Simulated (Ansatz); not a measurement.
# CH₂AlClO: geometry and vibrations

The task is to find a stationary geometry of CH₂AlClO, then compute its harmonic vibrations to see whether it is a minimum and to get the zero-point energy and entropy, and look at its orbitals and charge.

Computed with Ansatz 0.2.0, Gaussian basis. Level: RKS PBE0-D4/def2-TZVP.

The runs, in order: relaxation at PBE-D4/def2-SVP; relaxation at PBE0-D4/def2-TZVP; harmonic vibrations at the same level; a single point in def2-TZVPP for the fields.

## 1. The starting structure

SMILES `[Cl][Al]1[CH2][O]1`, 6 atoms, charge 0, spin multiplicity 1.

Atoms are counted from 1 here; the program's logs count them from 0.

Bond lengths: Cl1–Al2 2.228 Å, Al2–C3 1.900 Å, Al2–O4 1.920 Å, C3–O4 1.375 Å, C3–H5 1.142 Å, C3–H6 1.122 Å. Angles: Cl1–Al2–C3 139.3°, Cl1–Al2–O4 149.7°, C3–Al2–O4 42.2°, Al2–C3–O4 69.7°, Al2–C3–H5 118.1°, Al2–C3–H6 120.6°, O4–C3–H5 107.2°, O4–C3–H6 112.9°, H5–C3–H6 116.8°, Al2–O4–C3 68.1°.

Coordinates:

```xyz
6
CH2AlClO
Cl   -1.88710   -2.30620    0.75470
Al   -0.97600   -0.49290   -0.16430
C     0.55750    0.61000    0.03850
O     0.36320    0.30140   -1.28740
H     1.53600    0.11750    0.36050
H     0.44850    1.70610    0.25180
```

The start is a force-field geometry with small random shifts, so a cheaper pass at PBE-D4/def2-SVP comes first.

## 2. Optimising with PBE-D4/def2-SVP (cheap first pass)

The input, in.yaml:

```yaml
crystal:
  periodic: [false, false, false]
  atoms:
    - {symbol: Cl, position_ang: [-1.887100, -2.306200, 0.754700]}
    - {symbol: Al, position_ang: [-0.976000, -0.492900, -0.164300]}
    - {symbol: C, position_ang: [0.557500, 0.610000, 0.038500]}
    - {symbol: O, position_ang: [0.363200, 0.301400, -1.287400]}
    - {symbol: H, position_ang: [1.536000, 0.117500, 0.360500]}
    - {symbol: H, position_ang: [0.448500, 1.706100, 0.251800]}
basis:
  gaussian: {orbitals: def2-SVP}
hamiltonian: {xc: pbe, dispersion: d4}
relax: {f_tol: 0.03, max_steps: 200}
```

The run is started by

```bash
> ansatz run in.yaml --threads 2 --pin off --events-out ev --progress --plain --max-ram 4352MiB
```

The log of the run, cut to the lines that bear on the results:

```text
Functional definition: PBE
  name "PBE"
  cite "Perdew, Burke & Ernzerhof, Phys. Rev. Lett. 77, 3865 (1996) doi:10.1103/PhysRevLett.77.3865"
  parent pbe
[...]
805 factors; their error is unknown
[...]
mean field -22215.06749896 eV, -816.3886726734 hartree, gradient 7.0e-6 eV, S^2 0.000000; 2 other end points of the search recorded, 0 dependent functions left out
[...]
reference -22215.06753220 eV, -816.3886738946 hartree; 23, 23 occupied and 51, 51 virtual orbitals, 805 factors
relax step   1: F+E_penalty+E_count = -22215.17614579 eV  Δ(F+E_penalty+E_count) = +0.000e0 eV  max|allowed force component| = 2.818e0 eV/Å  Δτ_max = 0.0000 Å  (63 SCF iters, accepted)
[...]
relax step   3: F+E_penalty+E_count = -22216.27228926 eV  Δ(F+E_penalty+E_count) = -3.283e-1 eV  max|allowed force component| = 4.274e-1 eV/Å  Δτ_max = 0.1968 Å  (34 SCF iters, accepted)
[...]
relax step   5: F+E_penalty+E_count = -22216.33745293 eV  Δ(F+E_penalty+E_count) = -1.457e-2 eV  max|allowed force component| = 1.020e-1 eV/Å  Δτ_max = 0.0905 Å  (29 SCF iters, accepted)
[...]
relax step   7: F+E_penalty+E_count = -22216.33904147 eV  Δ(F+E_penalty+E_count) = -2.687e-4 eV  max|allowed force component| = 3.989e-2 eV/Å  Δτ_max = 0.0098 Å  (28 SCF iters, accepted)
[...]
relax step   9: F+E_penalty+E_count = -22216.33907974 eV  Δ(F+E_penalty+E_count) = +5.489e-6 eV  max|allowed force component| = 3.939e-2 eV/Å  Δτ_max = 0.0027 Å  (22 SCF iters, rejected (line search))
[...]
relax step  10: F+E_penalty+E_count = -22216.33911825 eV  Δ(F+E_penalty+E_count) = -3.302e-5 eV  max|allowed force component| = 1.518e-3 eV/Å  Δτ_max = 0.0012 Å  (22 SCF iters, accepted)
805 factors; their error is unknown
[...]
mean field -22216.22860150 eV, -816.4313424047 hartree, gradient 1.0e-5 eV, S^2 0.000000; 1 other end points of the search recorded, 0 dependent functions left out
[...]
reference -22216.22863648 eV, -816.4313436900 hartree; 23, 23 occupied and 51, 51 virtual orbitals, 805 factors
Total energy: -22216.33915323 eV, -816.4354051055 hartree
Atom 0 at    -2.153575    -2.184435     0.426196 Å, force     0.000217     0.000105     0.000006 eV/Å
Atom 1 at    -0.694991    -0.715902     0.147076 Å, force     0.000403     0.000674    -0.000168 eV/Å
Atom 2 at     0.637397     0.642048     0.089621 Å, force     0.000443    -0.000921    -0.001518 eV/Å
Atom 3 at     0.136109     0.024555    -1.181121 Å, force    -0.001252    -0.000782    -0.000529 eV/Å
Atom 4 at     1.711578     0.446271     0.288612 Å, force     0.000248     0.000392     0.001355 eV/Å
Atom 5 at     0.405582     1.723362     0.183416 Å, force    -0.000059     0.000532     0.000854 eV/Å
Dipole moment:    -0.069191    -0.042085     0.348384 e Å
```

It took 14 s on 2 threads of Arm Neoverse V1, shared host.

The steps of the relaxation:

```tsv
step	energy from step 1 (eV)	largest force component (eV/Å)
1	0.0000	2.8177
2	-0.7678	1.5177
3	-1.0961	0.4274
4	-1.1467	0.2287
5	-1.1613	0.1020
6	-1.1626	0.0396
7	-1.1629	0.0399
8	-1.1629	0.0360
9	-1.1629	0.0394
10	-1.1630	0.0015
```

Distances of close pairs at the start and the end, largest changes first:

```tsv
bond	before (Å)	after (Å)	change (Å)
Al2–O4	1.920	1.733	-0.187
Cl1–Al2	2.228	2.089	-0.139
C3–O4	1.375	1.499	+0.124
C3–H5	1.142	1.110	-0.032
C3–H6	1.122	1.110	-0.012
Al2–C3	1.900	1.903	+0.004
```

## 3. Relaxation at PBE0-D4/def2-TZVP

The input, in.yaml:

```yaml
crystal:
  periodic: [false, false, false]
  atoms:
    - {symbol: Cl, position_ang: [-2.153575, -2.184435, 0.426196]}
    - {symbol: Al, position_ang: [-0.694991, -0.715902, 0.147076]}
    - {symbol: C, position_ang: [0.637397, 0.642048, 0.089621]}
    - {symbol: O, position_ang: [0.136109, 0.024555, -1.181121]}
    - {symbol: H, position_ang: [1.711578, 0.446271, 0.288612]}
    - {symbol: H, position_ang: [0.405582, 1.723362, 0.183416]}
basis:
  gaussian: {orbitals: def2-TZVP}
hamiltonian: {xc: pbe0, dispersion: d4}
relax: {f_tol: 0.005, max_steps: 150}
```

Same command.

The log of the run, cut to the lines that bear on the results:

```text
Functional definition: PBE0
  name "PBE0"
  cite "Adamo & Barone, J. Chem. Phys. 110, 6158 (1999) doi:10.1063/1.478522"
  cite "Perdew, Burke & Ernzerhof, Phys. Rev. Lett. 77, 3865 (1996) doi:10.1103/PhysRevLett.77.3865"
  parent pbe
[...]
966 factors; their error is unknown
[...]
mean field -22228.30050498 eV, -816.8749766747 hartree, gradient 3.2e-5 eV, S^2 0.000000; 0 other end points of the search recorded, 0 dependent functions left out
[...]
reference -22228.30053447 eV, -816.8749777586 hartree; 23, 23 occupied and 125, 125 virtual orbitals, 966 factors
relax step   1: F+E_penalty+E_count = -22228.39403709 eV  Δ(F+E_penalty+E_count) = +0.000e0 eV  max|allowed force component| = 8.397e-1 eV/Å  Δτ_max = 0.0000 Å  (28 SCF iters, accepted)
[...]
966 factors; their error is unknown
[...]
mean field -22228.34596086 eV, -816.8766471476 hartree, gradient 1.8e-5 eV, S^2 0.000000; 1 other end points of the search recorded, 0 dependent functions left out
[...]
reference -22228.34598999 eV, -816.8766482181 hartree; 23, 23 occupied and 125, 125 virtual orbitals, 966 factors
Total energy: -22228.44030147 eV, -816.8801141009 hartree
Atom 0 at    -2.120755    -2.149256     0.446810 Å, force    -0.000412    -0.000391    -0.000499 eV/Å
Atom 1 at    -0.682921    -0.707001     0.103800 Å, force     0.000429     0.000319     0.000709 eV/Å
Atom 2 at     0.624389     0.630282     0.108767 Å, force    -0.000832    -0.000792    -0.000184 eV/Å
Atom 3 at     0.141768     0.030611    -1.178593 Å, force    -0.000264    -0.000218     0.000124 eV/Å
Atom 4 at     1.681917     0.437727     0.288273 Å, force     0.000227     0.000839    -0.000088 eV/Å
Atom 5 at     0.397702     1.693535     0.184744 Å, force     0.000853     0.000243    -0.000061 eV/Å
Dipole moment:    -0.105506    -0.076857     0.375802 e Å
```

Run time: 23 s. Hardware: 2 threads of Arm Neoverse V1, shared host.

The steps of the relaxation:

```tsv
step	energy from step 1 (eV)	largest force component (eV/Å)
1	0.0000	0.8397
2	-0.0349	0.4602
3	-0.0449	0.1290
4	-0.0457	0.0791
5	-0.0458	0.0836
6	-0.0460	0.0740
7	-0.0462	0.0009
```

Close pairs (by a distance rule), those that changed most:

```tsv
bond	before (Å)	after (Å)	change (Å)
Al2–O4	1.733	1.694	-0.039
Al2–C3	1.903	1.870	-0.033
Cl1–Al2	2.089	2.065	-0.023
C3–H5	1.110	1.090	-0.020
C3–H6	1.110	1.090	-0.020
C3–O4	1.499	1.500	+0.001
```

Mulliken charges of the relaxed molecule (report file):

```tsv
atom	value (e)
Cl1	-0.15
Al2	0.45
C3	-0.19
O4	-0.37
H5	0.13
H6	0.13
```

## 4. Force constants and modes

The input, in.yaml:

```yaml
crystal:
  periodic: [false, false, false]
  atoms:
    - {symbol: Cl, position_ang: [-2.120755, -2.149256, 0.446810]}
    - {symbol: Al, position_ang: [-0.682921, -0.707001, 0.103800]}
    - {symbol: C, position_ang: [0.624389, 0.630282, 0.108767]}
    - {symbol: O, position_ang: [0.141768, 0.030611, -1.178593]}
    - {symbol: H, position_ang: [1.681917, 0.437727, 0.288273]}
    - {symbol: H, position_ang: [0.397702, 1.693535, 0.184744]}
basis:
  gaussian: {orbitals: def2-TZVP}
hamiltonian: {xc: pbe0, dispersion: d4}
phonons: {temperatures: {t_min: 298.15, t_max: 900, t_step: 200}}
```

The command is unchanged.

The log of the run, cut to the lines that bear on the results:

```text
Functional definition: PBE0
  name "PBE0"
  cite "Adamo & Barone, J. Chem. Phys. 110, 6158 (1999) doi:10.1063/1.478522"
  cite "Perdew, Burke & Ernzerhof, Phys. Rev. Lett. 77, 3865 (1996) doi:10.1103/PhysRevLett.77.3865"
  parent pbe
[...]
966 factors; their error is unknown
[...]
mean field -22228.34596103 eV, -816.8766471537 hartree, gradient 3.1e-5 eV, S^2 0.000000; 0 other end points of the search recorded, 0 dependent functions left out
[...]
reference -22228.34599016 eV, -816.8766482245 hartree; 23, 23 occupied and 125, 125 virtual orbitals, 966 factors
[...]
966 factors; their error is unknown
mean field -22228.34590576 eV, -816.8766451226 hartree, gradient 1.9e-6 eV, S^2 0.000000; 0 other end points of the search recorded, 0 dependent functions left out
[...]
reference -22228.34593489 eV, -816.8766461933 hartree; 23, 23 occupied and 125, 125 virtual orbitals, 966 factors
[...]
reference -22228.34597847 eV, -816.8766477946 hartree; 23, 23 occupied and 125, 125 virtual orbitals, 966 factors
Total energy: -22228.44030164 eV, -816.8801141074 hartree
Atom 0 at    -2.120755    -2.149256     0.446810 Å, force    -0.000417    -0.000398    -0.000501 eV/Å
Atom 1 at    -0.682921    -0.707001     0.103800 Å, force     0.000424     0.000319     0.000720 eV/Å
Atom 2 at     0.624389     0.630282     0.108767 Å, force    -0.000836    -0.000776    -0.000181 eV/Å
Atom 3 at     0.141768     0.030611    -1.178593 Å, force    -0.000265    -0.000224     0.000106 eV/Å
Atom 4 at     1.681917     0.437727     0.288273 Å, force     0.000244     0.000835    -0.000086 eV/Å
Atom 5 at     0.397702     1.693535     0.184744 Å, force     0.000851     0.000244    -0.000059 eV/Å
Dipole moment:    -0.105506    -0.076858     0.375801 e Å
Vibrations: 158.69 159.42 425.98 669.01 713.44 737.93 996.18 1094.67 1118.55 1466.90 3081.02 3150.46 cm⁻¹, zero-point energy 0.853771 eV
```

Wall time 74 s (2 threads of Arm Neoverse V1, shared host).

Motions are named by where the mode's potential energy lies. The modes, unscaled (a negative number is an imaginary wavenumber):

```tsv
mode	cm⁻¹	motion
1	159	bend
2	159	out-of-plane bend
3	426	Al–Cl stretch
4	669	bend
5	713	mixed, led by bend
6	738	bend with Al–O stretch
7	996	Al–O and Al–C stretch
8	1095	bend
9	1119	bend
10	1467	bend
11	3081	C–H stretch
12	3150	C–H stretch
```

From these modes and the moments of inertia (298.15 K, 1 bar, symmetry number 1):

```tsv
term	value
zero-point energy	82.4 kJ/mol
H(298) − E	97.4 kJ/mol
entropy, translation	165.3 J/(mol K)
entropy, rotation	106.2 J/(mol K)
entropy, vibration	29.8 J/(mol K)
entropy, total	301.3 J/(mol K)
```

## 5. Orbitals, density and potential

Edit in.yaml of step 4 so:

```diff
@@ -10,4 +10,4 @@
 basis:
-  gaussian: {orbitals: def2-TZVP}
+  gaussian: {orbitals: def2-TZVPP}
 hamiltonian: {xc: pbe0, dispersion: d4}
-phonons: {temperatures: {t_min: 298.15, t_max: 900, t_step: 200}}
+output: {orbitals: {seedname: orbitals}}
```

Launched as before.

The log of the run:

```text
Functional definition: PBE0
  name "PBE0"
  cite "Adamo & Barone, J. Chem. Phys. 110, 6158 (1999) doi:10.1063/1.478522"
  cite "Perdew, Burke & Ernzerhof, Phys. Rev. Lett. 77, 3865 (1996) doi:10.1103/PhysRevLett.77.3865"
  parent pbe
  parameter a = 0.25
  parameter kappa = 0.804
  parameter beta = 0.06672455060314922
  exchange = (1 - a)*pbe_x(kappa = kappa, mu = beta*pi^2/3) + a*exact_x
  correlation = pbe_c(beta = beta)
1074 factors; their error is unknown
mean field evaluation 1: about -22220.3637 eV, gradient 6.1e1 eV
mean field evaluation 2: about -22170.4377 eV, gradient 1.6e2 eV
mean field evaluation 4: about -22227.9464 eV, gradient 1.4e1 eV
mean field evaluation 8: about -22228.3301 eV, gradient 2.0e-1 eV
mean field evaluation 16: about -22228.3733 eV, gradient 9.0e-5 eV
mean field -22228.37331406 eV, -816.8776523592 hartree, gradient 2.6e-5 eV, S^2 0.000000; 0 other end points of the search recorded, 0 dependent functions left out
reference -22228.37334358 eV, -816.8776534439 hartree; 23, 23 occupied and 151, 151 virtual orbitals, 1074 factors
Total energy: -22228.46765506 eV, -816.8811193269 hartree
```

It took 2.6 s on 2 threads of Arm Neoverse V1, shared host.

Orbitals, density, ELF and potential are computed afterwards from the orbital file.

Frontier orbitals at PBE0-D4/def2-TZVPP, with the share of their density that lies nearest to each atom:

```tsv
orbital	energy (eV)	lies on
HOMO-1	-7.99	O4 71 %; H5, H6 about 10 % each
HOMO	-6.85	O4 35 %; C3 31 %; Al2 20 %
LUMO	-1.55	Al2 51 %; Cl1 21 %; C3 14 %
```

ELF in a plane through or near 4 of the atoms.

Values, 10 rows by 14 columns:
```
0.00 0.00 0.00 0.00 0.00 0.00 0.00 0.00 0.00 0.00 0.00 0.00 0.00 0.00
0.00 0.00 0.00 0.00 0.00 0.00 0.00 0.01 0.00 0.00 0.00 0.00 0.00 0.00
0.00 0.00 0.00 0.00 0.00 0.01 0.23 0.73 0.14 0.04 0.28 0.26 0.05 0.00
0.00 0.00 0.00 0.00 0.02 0.12 0.55 0.97 0.36 0.35 0.78 0.78 0.36 0.01
0.00 0.00 0.00 0.01 0.21 0.55 0.57 0.74 0.16 0.60 0.41 0.69 0.63 0.03
0.00 0.00 0.00 0.01 0.26 0.57 0.36 0.19 0.65 0.36 0.49 0.85 0.63 0.03
0.00 0.00 0.00 0.00 0.03 0.19 0.70 0.80 0.29 0.24 0.70 0.74 0.35 0.01
0.00 0.00 0.00 0.00 0.00 0.35 0.86 0.69 0.15 0.01 0.10 0.11 0.01 0.00
0.00 0.00 0.00 0.00 0.00 0.11 0.37 0.18 0.01 0.00 0.00 0.00 0.00 0.00
0.00 0.00 0.00 0.00 0.00 0.00 0.01 0.00 0.00 0.00 0.00 0.00 0.00 0.00
```
The map spans 11.3 Å across and 7.5 Å up, centred on the molecule. Atoms in the plane (x, y in Å): Cl1 (3.0, 0.3), Al2 (1.0, 0.1), C3 (-0.9, 0.2), O4 (-0.2, -1.2).

log10 of the density (e/Å³) in the same plane.

Values, 10 rows by 14 columns:
```
-4.0 -4.0 -4.0 -4.0 -4.0 -4.0 -3.9 -3.6 -3.6 -3.8 -3.8 -3.9 -4.0 -4.0
-4.0 -4.0 -4.0 -4.0 -4.0 -3.6 -3.2 -3.0 -3.1 -3.2 -3.2 -3.4 -3.9 -4.0
-4.0 -4.0 -4.0 -4.0 -3.1 -2.4 -2.0 -1.8 -2.0 -2.1 -1.8 -1.9 -2.5 -3.6
-4.0 -4.0 -4.0 -3.2 -2.0 -1.2 -0.9 -0.9 -1.2 -1.1 -0.5 -0.7 -1.6 -2.9
-4.0 -4.0 -4.0 -2.6 -1.2 -0.1  0.1 -0.3  0.0 -0.4  0.5  0.2 -0.9 -2.5
-4.0 -4.0 -4.0 -2.6 -1.2 -0.1  0.2 -0.2  1.4 -0.4  0.3  0.1 -1.0 -2.5
-4.0 -4.0 -4.0 -3.1 -2.0 -0.8  0.4  0.6 -0.7 -1.0 -0.7 -0.9 -1.7 -2.9
-4.0 -4.0 -4.0 -4.0 -2.9 -1.3 -0.2 -0.2 -1.4 -2.1 -2.1 -2.3 -2.8 -4.0
-4.0 -4.0 -4.0 -4.0 -3.6 -2.2 -1.5 -1.6 -2.4 -3.1 -3.3 -3.5 -4.0 -4.0
-4.0 -4.0 -4.0 -4.0 -4.0 -3.5 -2.9 -3.0 -3.6 -4.0 -4.0 -4.0 -4.0 -4.0
```
The map spans 11.3 Å across and 7.5 Å up, centred on the molecule. Atoms in the plane (x, y in Å): Cl1 (3.0, 0.3), Al2 (1.0, 0.1), C3 (-0.9, 0.2), O4 (-0.2, -1.2).

On the surface of density 0.002 e/bohr³ the electrostatic potential runs, from the 1st to the 99th percentile, from -1.76 V near O4 to 3.22 V near Al2.

## 6. Summary of results

| quantity | value |
| --- | --- |
| point group | Cs |
| steps | 10 + 7 |
| shift from the start (rms) | 0.329 Å |
| total energy | -22228.4403 eV |
| dispersion term | -94 meV |
| dipole moment | 1.91 D |
| lowest, highest wavenumber | 159, 3150 cm⁻¹ |
| zero-point energy | 82.4 kJ/mol |
| entropy at 298.15 K | 301.3 J/(mol K) |
| HOMO, LUMO | -6.85, -1.55 eV |

**Reading.** The relaxed geometry lies 0.33 Å (rms) from the start; the bond that changed most is Al2–O4, from 1.920 to 1.694 Å. All wavenumbers are real, so the end point is a minimum. The stiffest mode, 3150 cm⁻¹, is a C–H stretch, and 2 modes under 200 cm⁻¹ make the vibrational entropy uncertain. Harmonic hybrid wavenumbers usually lie a few per cent above measured fundamentals. The largest Mulliken charge, +0.45 e, sits on Al2. The HOMO lies mostly on O4 35 %; C3 31 % and the LUMO on Al2 51 %; Cl1 21 %.
